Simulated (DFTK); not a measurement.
# Ir in DFTK: further runs, part 2 of 2

DFTK 0.8.2. Earlier steps stand in the parts before.

**6. Band structure, BLYP**

Input file run.jl:

```julia
using DFTK
using PseudoPotentialData
using Unitful, UnitfulAtomic
using LinearAlgebra, Printf
include("save.jl")
disable_threading()

# lattice vectors are the columns
lattice = austrip(1u"Å") * [       2.45184            0.0            0.0;
                      0.0        2.45184            0.0;
                      0.0            0.0           23.8]
symbols   = [:Ir]
positions = [[0.0, 0.0, 0.29412]]
pseudopotentials = Dict(:Ir => "Ir.upf")
elements = Dict(s => ElementPsp(s, pseudopotentials; rcut=10.0) for s in unique(symbols))
atoms    = [elements[s] for s in symbols]

build_model(lattice, positions; symmetries=true) =
    model_DFT(lattice, atoms, positions;
              functionals=[:gga_x_b88, :gga_c_lyp],
              temperature=austrip(0.05u"eV"),
              smearing=Smearing.FermiDirac(),
              symmetries)
Ecut  = 45.0  # hartree
kgrid = [8, 8, 1]
tol   = 1e-6
to_GPa = ustrip(uconvert(u"GPa", 1u"hartree/bohr^3"))

model = build_model(lattice, positions)
basis = PlaneWaveBasis(model; Ecut, kgrid)
display(basis)
scfres = self_consistent_field(basis;
                               tol,
                               nbandsalg=AdaptiveBands(model; n_bands_converge=13))
display(scfres.energies)
@printf "Fermi level: %.6f eV\n" ustrip(auconvert(u"eV", something(scfres.εF, NaN)))
forces = compute_forces_cart(scfres)
println("Forces (eV/Å)")
for (s, f) in zip(symbols, forces)
    @printf "%-3s %12.6f %12.6f %12.6f\n" s ustrip.(auconvert.(u"eV/Å", f))...
end
stress = compute_stresses_cart(scfres)
println("Stress (GPa)")
display(round.(stress * to_GPa; digits=4))
println("Levels at the first k-point (eV): ", round.(ustrip.(auconvert.(u"eV", scfres.eigenvalues[1][1:scfres.n_bands_converge])); digits=4))
save_scf!(scfres; forces, stress)

points = Dict("G" => [0.0, 0.0, 0.0], "A" => [0.5, 0.5, 0.5], "M" => [0.5, 0.5, 0.0], "R" => [0.0, 0.5, 0.5], "X" => [0.0, 0.5, 0.0], "Z" => [0.0, 0.0, 0.5])
segments = [("G", "X", 6), ("X", "M", 6), ("M", "G", 9), ("G", "Z", 3), ("Z", "R", 6), ("R", "A", 6), ("A", "Z", 9), ("X", "R", 3), ("M", "A", 3)]
kcoords = vcat([[points[a] + t * (points[b] - points[a]) for t in range(0, 1, n)] for (a, b, n) in segments]...)
bands = compute_bands(scfres, ExplicitKpoints(kcoords); n_bands=15, tol=1e-5)
for (k, ε) in zip(bands.basis.kpoints, bands.eigenvalues)
    @printf "%d %8.4f %8.4f %8.4f " k.spin k.coordinate...
    println(join([@sprintf("%9.4f", e) for e in ustrip.(auconvert.(u"eV", ε .- scfres.εF))]))
end
results["band_energies"] = rows(bands.eigenvalues); results["band_kpoints"] = rows(kcoords)
```

Potentials or basis: SG15 1.2 (PBE).

Started as:

```bash
> julia --threads=1 run.jl  # save.jl only writes the numbers to a file and isn't shown; printed stress counts tension as positive; times include loading and compiling
```

Log:

```text
PlaneWaveBasis discretization:

    Ecut                 : 45.0 Ha
    fft_size             : (30, 30, 288), 259200 total points
    kgrid                : MonkhorstPack([8, 8, 1])
    num.   red. kpoints  : 64
    num. irred. kpoints  : 15

    Discretized Model(gga_x_b88+gga_c_lyp, 3D):
        lattice (in Bohr)    : [4.63331   , 0         , 0         ]
                               [0         , 4.63331   , 0         ]
                               [0         , 0         , 44.9755   ]
        unit cell volume     : 965.51 Bohr³

        atoms                : Ir
        atom potentials      : ElementPsp(:Ir, "Ir.upf")

        num. electrons       : 17
        spin polarization    : none
        temperature          : 0.0018375 Ha
        smearing             : DFTK.Smearing.FermiDirac()

        terms                : Kinetic()
                               AtomicLocal()
                               AtomicNonlocal()
                               Ewald(nothing)
                               PspCorrection()
                               Hartree()
                               Xc(gga_x_b88, gga_c_lyp)
                               Entropy()
n     Energy            log10(ΔE)   log10(Δρ)   Diag   Δtime
---   ---------------   ---------   ---------   ----   ------
  1   -91.70683899126                   -0.25    8.7    14.4s
┌ Warning: Eigensolver not converged
│   n_iter =
│    15-element Vector{Int64}:
│     13
│     13
│     16
│     12
│      ⋮
│     10
│      7
│      7
└ @ DFTK self_consistent_field.jl:103
  2   +133.5643890907   +    2.35        0.75   11.3    12.2s
  3   -106.0424883397        2.38       -1.08    9.2    9.81s
  4   -106.0428246929       -3.47       -1.21    2.9    6.45s
  5   -106.0431559321       -3.48       -1.81    3.5    6.90s
  6   -106.0431946401       -4.41       -2.59    3.1    6.53s
  7   -106.0431967228       -5.68       -2.99    4.5    7.02s
  8   -106.0431972326       -6.29       -3.19    5.5    7.58s
  9   -106.0431973033       -7.15       -3.23    5.1    7.79s
 10   -106.0431973085       -8.28       -3.23    5.8    7.65s
 11   -106.0431973060   +   -8.59       -3.23    5.9    7.78s
 12   -106.0431974639       -6.80       -3.68    5.9    8.52s
 13   -106.0431974964       -7.49       -4.71    7.2    8.52s
 14   -106.0431974970       -9.25       -5.06    9.3    11.2s
 15   -106.0431974971       -9.94       -5.40   10.9    11.2s
 16   -106.0431974971      -10.77       -5.73   10.8    12.2s
 17   -106.0431974971      -11.01       -5.97   10.3    11.1s
 18   -106.0431974971      -11.53       -6.39   12.2    13.4s
Energy breakdown (in Ha):
    Kinetic             32.1241374
    AtomicLocal         -619.8310995
    AtomicNonlocal      11.8619272
    Ewald               195.3841848
    PspCorrection       0.3739914
    Hartree             284.3913745
    Xc                  -10.3468027
    Entropy             -0.0009105

    total               -106.043197497141
Fermi level: -3.264118 eV
Forces (eV/Å)
Ir     -0.000000     0.000000     0.000228
Stress (GPa)
3×3 StaticArraysCore.SMatrix{3, 3, Float64, 9} with indices SOneTo(3)×SOneTo(3):
 -1.5697   0.0     0.0
  0.0     -1.5697  0.0
  0.0      0.0     0.0007
Levels at the first k-point (eV): [-95.4157, -52.0615, -51.9523, -51.9523, -10.8933, -9.5845, -5.8157, -2.5404, -2.5404, -2.0352, -1.1301, 2.2706, 2.6251]
1   0.0000   0.0000   0.0000  -92.1516 -48.7974 -48.6882 -48.6882  -7.6292  -6.3204  -2.5516   0.7237   0.7237   1.2289   2.1340   5.5282   5.8663   6.0147   6.8535
1   0.0000   0.1000   0.0000  -92.1435 -48.8000 -48.7861 -48.6789  -7.2566  -5.9701  -2.4166  -0.4727   0.7705   1.7415   2.2602   5.7694   6.1386   6.2605   7.1336
1   0.0000   0.2000   0.0000  -92.1225 -49.0869 -48.7563 -48.6546  -6.6287  -4.5591  -2.0352  -1.9150   0.8208   0.8951   3.4621   6.4905   6.9241   6.9980   7.9363
1   0.0000   0.3000   0.0000  -92.0964 -49.4306 -48.7193 -48.6243  -6.1173  -3.1446  -2.1211  -1.4878  -0.1619   1.0533   4.8157   7.6828   8.1879   8.2272   9.2059
1   0.0000   0.4000   0.0000  -92.0751 -49.7005 -48.6892 -48.5997  -5.7333  -3.9580  -0.9680  -0.8667   0.5855   1.1850   6.3178   9.0382   9.3794   9.8890   9.9510
1   0.0000   0.5000   0.0000  -92.0670 -49.8018 -48.6777 -48.5903  -5.5848  -4.2413  -1.1191  -0.7363   1.2362   2.0209   7.2576   7.9114  10.7921  11.1101  11.8000
[... 43 lines left out ...]
1   0.5000   0.5000   0.2500  -91.9840 -49.6660 -49.6660 -48.5644  -6.5774  -3.0275  -3.0275   0.2947   4.6352   8.5421   8.5421  12.5410  13.6719  14.2811  15.6536
1   0.5000   0.5000   0.5000  -91.9840 -49.6660 -49.6660 -48.5644  -6.5774  -3.0275  -3.0275   0.2947   4.6352   8.5421   8.5421  12.5410  13.6719  14.2811  15.6536
```

Wall time 5.4 min (1 thread of Intel Xeon 6975P-C (Granite Rapids), shared host); peak memory 2.8 GiB.

What came out:

```
Free energy            : -2885.5824 eV
Band gap on the k mesh : none (metal or under the smearing width)
```

Stress tensor (GPa, compression positive):
```
1.57 0.00 0.00
0.00 1.57 0.00
0.00 0.00 0.00
```

Levels at the corners of the path, in eV from the Fermi level:
| point | band 5 | band 6 | band 7 | band 8 | band 9 | band 10 | band 11 | band 12 |
| --- | --- | --- | --- | --- | --- | --- | --- | --- |
| Γ | -7.63 | -6.32 | -2.55 | 0.72 | 0.72 | 1.23 | 2.13 | 5.53 |
| X | -5.58 | -4.24 | -1.12 | -0.74 | 1.24 | 2.02 | 7.26 | 7.91 |
| M | -6.58 | -3.03 | -3.03 | 0.29 | 4.64 | 8.54 | 8.54 | 12.54 |
| Γ | -7.63 | -6.32 | -2.55 | 0.72 | 0.72 | 1.23 | 2.13 | 5.53 |
| Z | -7.63 | -6.32 | -2.55 | 0.72 | 0.72 | 1.23 | 2.13 | 5.55 |
| R | -5.58 | -4.24 | -1.12 | -0.74 | 1.24 | 2.02 | 7.26 | 7.91 |
| A | -6.58 | -3.03 | -3.03 | 0.29 | 4.64 | 8.54 | 8.54 | 12.54 |
| Z | -7.63 | -6.32 | -2.55 | 0.72 | 0.72 | 1.23 | 2.13 | 5.55 |
| X | -5.58 | -4.24 | -1.12 | -0.74 | 1.24 | 2.02 | 7.26 | 7.91 |
| R | -5.58 | -4.24 | -1.12 | -0.74 | 1.24 | 2.02 | 7.26 | 7.91 |
| M | -6.58 | -3.03 | -3.03 | 0.29 | 4.64 | 8.54 | 8.54 | 12.54 |
| A | -6.58 | -3.03 | -3.03 | 0.29 | 4.64 | 8.54 | 8.54 | 12.54 |

Caveat: there is no dipole correction across the vacuum; the potentials were made for another functional, which shifts forces and pressure; spin-orbit coupling is left out, which moves the levels of the heavy elements.

**7. The reference run**

An earlier run on the cell as given: functional PBE; potentials or basis dojo.nc.sr.pbe.v0_4_1.standard.upf (PBE); cutoff 1088 eV; k mesh 11 × 11 × 1; occupations fermi-dirac, width 0.05 eV; no spin polarisation.

* Band gap on the k mesh: none (metal or under the smearing width)

**8. The runs side by side**

```csv
task,level,potentials or basis,k mesh,cutoff (eV),gap on the mesh (eV)
band structure,LDA,SG15 1.2 (PBE),8 × 8 × 1,1225,none
band structure,PBE,SG15 1.2 (PBE),8 × 8 × 1,1225,none
band structure,PBEsol,SG15 1.2 (PBE),8 × 8 × 1,1225,none
band structure,RPBE,SG15 1.2 (PBE),8 × 8 × 1,1225,none
band structure,BLYP,SG15 1.2 (PBE),8 × 8 × 1,1225,none
single point,PBE,dojo.nc.sr.pbe.v0_4_1.standard.upf (PBE),11 × 11 × 1,1088,none
```

Alike in all rows: no spin polarisation; cell as given; smearing fermi-dirac 0.05 eV.

Caveats: there is no dipole correction across the vacuum; spin-orbit coupling is left out, which moves the levels of the heavy elements (some runs); the potentials were made for another functional, which shifts forces and pressure (some runs).

Absolute energies hang on the potentials; compare differences alone.
